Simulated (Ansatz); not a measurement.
SiSn: an atomisation energy, run with the Python package of Ansatz (0.2.0).

Input file `sisn.xyz`:
```text
2

Si    0.00000    0.00000    0.00000
Sn    0.00000    0.00000    2.46500
```

The script, `run_tae.py`:
```python
from collections import Counter
from dataclasses import dataclass

import ansatz


@dataclass(frozen=True)
class Options:
    basis_set: str = "def2-TZVP"
    xc: str = "r2SCAN"


settings = Options()


def single_point(molecule, charge=0, unpaired=0):
    calc = (
        molecule.calculation()
        .basis(gaussian=settings.basis_set)
        .functional(settings.xc)
        .scf(lower_state_search="off")
    )
    if charge:
        calc = calc.charge(charge)
    if unpaired:
        calc = calc.spin("collinear", total=unpaired)
    return calc.run(threads=1, backend="cpu").report["free_energy_ev"]

molecule = ansatz.Crystal.molecule_from_extxyz("sisn.xyz")

unpaired = {"Si": 2, "Sn": 2}
counts = Counter(site.symbol for site in molecule.cartesian_sites)
atom_energy = {s: single_point(ansatz.Crystal.molecule().atom(s, (0, 0, 0)), 0, unpaired[s]) for s in counts}
whole = single_point(molecule, 0, 2)
for s, e in atom_energy.items():
    print(f"{s:2s} x{counts[s]}  {e:14.5f} eV")
print(f"SiSn: {whole:.5f} eV")
split = sum(counts[s] * e for s, e in atom_energy.items()) - whole
print(f"atomisation energy (no zero-point term): {23.060548 * split:.1f} kcal/mol, {split / sum(counts.values()):.3f} eV an atom")
```

What does it cost to take this molecule apart into atoms?

65.0 kcal/mol from the electronic energies, without the zero-point term.

What the script printed:

Running `python run_tae.py` prints:
```text
Si x1     -7873.37529 eV
Sn x1     -5832.23385 eV
SiSn: -13708.42609 eV
atomisation energy (no zero-point term): 65.0 kcal/mol, 1.408 eV an atom
```

Caveats:
- These settings explore the input space; basis and method may be short of convergence.
- The geometry is a force-field or estimated start, not a minimum of this method, and the basis set is short of its limit. All parts are taken at fixed geometry, without zero-point energy.
- def2 sets replace the cores of elements past krypton by effective core potentials.
- The species is open-shell (spin multiplicity 3).
- The spin-orbit lowering of heavy atoms is left out.
- The spin state was assumed, and another may lie lower.
- The whole script took 5.4 s on 1 thread of Arm Neoverse V1, on a shared host, peak memory 0.17 GiB.
